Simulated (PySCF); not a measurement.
# TeF6: electronic structure in real space

Aim: take TeF6 and analyse its density (charges, bond critical points, surface potential), see where an electron leaves and enters and measure its response to a uniform field.

Program: PySCF 2.14.0. Level of theory: levels as typed in each script, gas phase, geometry from GFN2-xTB. These are calculated values, not measurements.

### 1 Starting geometry

SMILES `F[Te](F)(F)(F)(F)F`, 7 atoms, charge 0, spin multiplicity 1.

Bond lengths: F1–Te2 1.881 Å, Te2–F3 1.881 Å, Te2–F4 1.881 Å, Te2–F5 1.881 Å, Te2–F6 1.881 Å, Te2–F7 1.881 Å. Angles: F1–Te2–F3 90.1°, F1–Te2–F4 180.0°, F1–Te2–F5 90.0°, F1–Te2–F6 90.0°, F1–Te2–F7 90.0°, F3–Te2–F4 90.0°, F3–Te2–F5 179.9°, F3–Te2–F6 90.0°, F3–Te2–F7 90.0°, F4–Te2–F5 90.0°, F4–Te2–F6 90.0°, F4–Te2–F7 90.0°, F5–Te2–F6 90.1°, F5–Te2–F7 90.0°, F6–Te2–F7 180.0°.

Geometry (Å):

```xyz
7
charge 0, multiplicity 1
F     1.4008    0.0943    1.2519
Te    0.0002   -0.0001   -0.0001
F    -0.7317   -1.4642    0.9266
F    -1.4003   -0.0945   -1.2521
F     0.7295    1.4655   -0.9264
F     1.0225   -1.1765   -1.0532
F    -1.0219    1.1761    1.0533
```

### 2 Density, bond paths and surface potential (PBE0/def2-tzvp)

Input file input.py:

```python
import numpy as np
from pyscf import gto, scf, dft
from pyscf.scf import atom_ks, atom_hf
from scipy.linalg import block_diag

def solve(mol, dm0=None, hcore=None):
    mf = (dft.UKS if mol.spin else dft.RKS)(mol, xc='pbe0')
    mf.grids.level = 3
    mf = mf.density_fit(auxbasis='def2-universal-jkfit')
    mf.conv_tol, mf.max_cycle = 1e-8, 80
    if hcore is not None:
        mf.get_hcore = lambda *args: hcore
    mf.kernel(dm0)
    if not mf.converged:
        mf = mf.newton().run(mf.mo_coeff, mf.mo_occ, max_cycle=30)
    assert mf.converged, 'SCF not converged'
    return mf

mol = gto.M(atom='''
F      1.40080     0.09430     1.25193
Te     0.00019    -0.00012    -0.00005
F     -0.73168    -1.46419     0.92660
F     -1.40030    -0.09453    -1.25205
F      0.72950     1.46553    -0.92635
F      1.02248    -1.17653    -1.05316
F     -1.02190     1.17614     1.05331
''', basis='def2-tzvp', ecp={'Te': 'def2-tzvp'}, charge=0, spin=0, verbose=4)
mf = solve(mol)
mf.analyze()
# spherically averaged free atoms, for the promolecule
atom_ks.AtomSphAverageRKS.init_guess_by_vsap = lambda self, mol=None: self.init_guess_by_minao(mol)  # core potentials
atm = atom_ks.get_atm_nrks(mol, xc='pbe0')
pro = block_diag(*[(atm[a[0]][2] * atm[a[0]][3]) @ atm[a[0]][2].T for a in mol._atom])
np.savez('result.npz', e=mf.e_tot, c=mf.mo_coeff, occ=mf.mo_occ, eps=mf.mo_energy, pro=pro, dip=mf.dip_moment(verbose=0), s2=mf.spin_square()[0])
```

The run is started by

```bash
OMP_NUM_THREADS=1 python input.py
```

### 4 Removing and adding an electron (PBE0/def2-tzvp)

Changes to input.py since step 2:

```diff
@@ -28,3 +28,12 @@
 mf = solve(mol)
-mf.analyze()
+out = dict(e0=mf.e_tot, dm0=mf.make_rdm1(), c=mf.mo_coeff, occ=mf.mo_occ, eps=mf.mo_energy)
+for name, dq, spin in [('cation', 1, 1)]:
+    ion = mol.copy().set(charge=mol.charge + dq, spin=spin).build()
+    mi = solve(ion)
+    if spin and dq > 0 and mol.nao < 130:
+        c, _, stable, _ = mi.stability(return_status=True)
+        if not stable:
+            mi = solve(ion, mi.make_rdm1(c, mi.mo_occ))
+    print(name, 'vertical energy change / eV', (mi.e_tot - mf.e_tot) * 27.211386)
+    out.update({'e_' + name: mi.e_tot, 'dm_' + name: mi.make_rdm1(), 's2_' + name: mi.spin_square()[0], 'eps_' + name: mi.mo_energy, 'occ_' + name: mi.mo_occ})
 # spherically averaged free atoms, for the promolecule
@@ -33,2 +42,2 @@
 pro = block_diag(*[(atm[a[0]][2] * atm[a[0]][3]) @ atm[a[0]][2].T for a in mol._atom])
-np.savez('result.npz', e=mf.e_tot, c=mf.mo_coeff, occ=mf.mo_occ, eps=mf.mo_energy, pro=pro, dip=mf.dip_moment(verbose=0), s2=mf.spin_square()[0])
+np.savez('result.npz', pro=pro, **out)
```

### 5 Response to an electric field (PBE0/def2-tzvp)

Input file input.py:

```python
import numpy as np
from pyscf import gto, scf, dft
from pyscf.scf import atom_ks, atom_hf
from scipy.linalg import block_diag

def solve(mol, dm0=None, hcore=None):
    mf = (dft.UKS if mol.spin else dft.RKS)(mol, xc='pbe0')
    mf.grids.level = 3
    mf = mf.density_fit(auxbasis='def2-universal-jkfit')
    mf.conv_tol, mf.max_cycle = 1e-8, 80
    if hcore is not None:
        mf.get_hcore = lambda *args: hcore
    mf.kernel(dm0)
    if not mf.converged:
        mf = mf.newton().run(mf.mo_coeff, mf.mo_occ, max_cycle=30)
    assert mf.converged, 'SCF not converged'
    return mf

mol = gto.M(atom='''
F      1.40080     0.09430     1.25193
Te     0.00019    -0.00012    -0.00005
F     -0.73168    -1.46419     0.92660
F     -1.40030    -0.09453    -1.25205
F      0.72950     1.46553    -0.92635
F      1.02248    -1.17653    -1.05316
F     -1.02190     1.17614     1.05331
''', basis='def2-tzvp', ecp={'Te': 'def2-tzvp'}, charge=0, spin=0, verbose=4)
field = np.array([0.004, 0.0, 0.0])  # atomic units
mol.set_common_orig(mol.atom_charges() @ mol.atom_coords() / mol.atom_charges().sum())
mf = solve(mol)
out = dict(dm0=mf.make_rdm1(), d0=mf.dip_moment(unit='AU'), e0=mf.e_tot)
for name, sign in (('p', 1), ('m', -1)):
    h = mf.get_hcore() + sign * np.einsum('x,xij->ij', field, mol.intor('int1e_r'))
    mi = solve(mol, mf.make_rdm1(), h)
    out.update({'dm' + name: mi.make_rdm1(), 'd' + name: mi.dip_moment(unit='AU'), 'e' + name: mi.e_tot})
# spherically averaged free atoms, for the promolecule
atom_ks.AtomSphAverageRKS.init_guess_by_vsap = lambda self, mol=None: self.init_guess_by_minao(mol)  # core potentials
atm = atom_ks.get_atm_nrks(mol, xc='pbe0')
pro = block_diag(*[(atm[a[0]][2] * atm[a[0]][3]) @ atm[a[0]][2].T for a in mol._atom])
np.savez('result.npz', pro=pro, **out)
```

(Steps that only read results are left out.)

Before running it: what results should come out? Wanted: dipole moment; HOMO, LUMO; polarisability along the field.

**Answer**, as computed:

| quantity | value |
| --- | --- |
| dipole moment (PBE0/def2-tzvp) | 0.01 D |
| HOMO, LUMO (PBE0/def2-tzvp) | -12.89, -5.10 eV |
| polarisability along the field (PBE0/def2-tzvp) | 38.2 bohr³ |

At PBE0/def2-tzvp: The highest Hirshfeld charge is on Te2 (+0.98 e), the lowest on F1, F3, F4, F5, F6 and F7 (−0.16 e). The geometry was not optimised at these levels.
